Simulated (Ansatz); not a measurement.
**C₂H₆S₂Si: how energies converge with the basis set**

An exercise on one series of results from a longer session: the logs are not shown, and one member is left open.

Program: Ansatz 0.2.0, Gaussian basis. Level of theory: one geometry, several basis sets. These are calculated values, not measurements.

Levels to be run: PBE0-D4/def2-SVP; ωB97M-V/def2-SVP; PBE0-D4/def2-QZVPP; ωB97M-V/def2-QZVPP; the functionals' def2-TZVPP values are taken from earlier runs.

## Structure used throughout

An earlier PBE0-D4 in a triple-zeta def2 set relaxation fixed the geometry.

SMILES `[SiH3]SCC=S`, 11 atoms, charge 0, spin multiplicity 1.

Atoms are counted from 1 here; the program's logs count them from 0.

Bond lengths: Si1–S2 2.142 Å, Si1–H6 1.484 Å, Si1–H7 1.483 Å, Si1–H8 1.484 Å, S2–C3 1.832 Å, C3–C4 1.482 Å, C3–H9 1.089 Å, C3–H10 1.093 Å, C4–S5 1.610 Å, C4–H11 1.092 Å. Angles: S2–Si1–H6 110.0°, S2–Si1–H7 113.2°, S2–Si1–H8 103.0°, H6–Si1–H7 109.8°, H6–Si1–H8 110.9°, H7–Si1–H8 109.9°, Si1–S2–C3 101.2°, S2–C3–C4 107.6°, S2–C3–H9 110.5°, S2–C3–H10 104.9°, C4–C3–H9 112.0°, C4–C3–H10 111.5°, H9–C3–H10 110.1°, C3–C4–S5 124.7°, C3–C4–H11 114.7°, S5–C4–H11 120.5°.

The first run:

File in.yaml:

```yaml
crystal:
  periodic: [false, false, false]
  atoms:
    - {symbol: Si, position_ang: [-1.203989, 0.362773, 1.324151]}
    - {symbol: S, position_ang: [0.111570, 1.509659, 0.083000]}
    - {symbol: C, position_ang: [1.250186, 0.209547, -0.523680]}
    - {symbol: C, position_ang: [0.490479, -0.650543, -1.461272]}
    - {symbol: S, position_ang: [0.009955, -2.153962, -1.143115]}
    - {symbol: H, position_ang: [-0.414915, -0.456809, 2.277314]}
    - {symbol: H, position_ang: [-2.122778, -0.509289, 0.552295]}
    - {symbol: H, position_ang: [-1.979779, 1.405657, 2.039761]}
    - {symbol: H, position_ang: [1.660516, -0.358738, 0.310062]}
    - {symbol: H, position_ang: [2.048126, 0.752681, -1.036188]}
    - {symbol: H, position_ang: [0.216130, -0.167974, -2.401728]}
basis:
  gaussian: {orbitals: def2-SVP}
hamiltonian: {xc: pbe0, dispersion: d4}
output: {orbitals: {seedname: orbitals}}
```

Steps of the session up to this table: PBE0-D4 in def2-SVP; ωB97M-V in def2-SVP; PBE0-D4 in def2-QZVPP; ωB97M-V in def2-QZVPP.

One table of the session follows, with a row left open; its other results are not shown here.

It belongs to the step «Functionals by basis». 

| functional | basis | HOMO (eV) | LUMO (eV) |
| --- | --- | --- | --- |
| PBE0-D4 | def2-SVP | ? | ? |
| PBE0-D4 | def2-TZVPP | -6.70 | -2.45 |
| PBE0-D4 | def2-QZVPP | -6.73 | -2.49 |
| ωB97M-V | def2-SVP | -8.78 | -0.11 |
| ωB97M-V | def2-TZVPP | -8.92 | -0.33 |
| ωB97M-V | def2-QZVPP | -8.96 | -0.40 |

Q: Estimate the row for PBE0-D4, def2-SVP from the others.

**Answer.** HOMO (eV): -6.58; LUMO (eV): -2.33. In the column «HOMO (eV)» it is the highest.
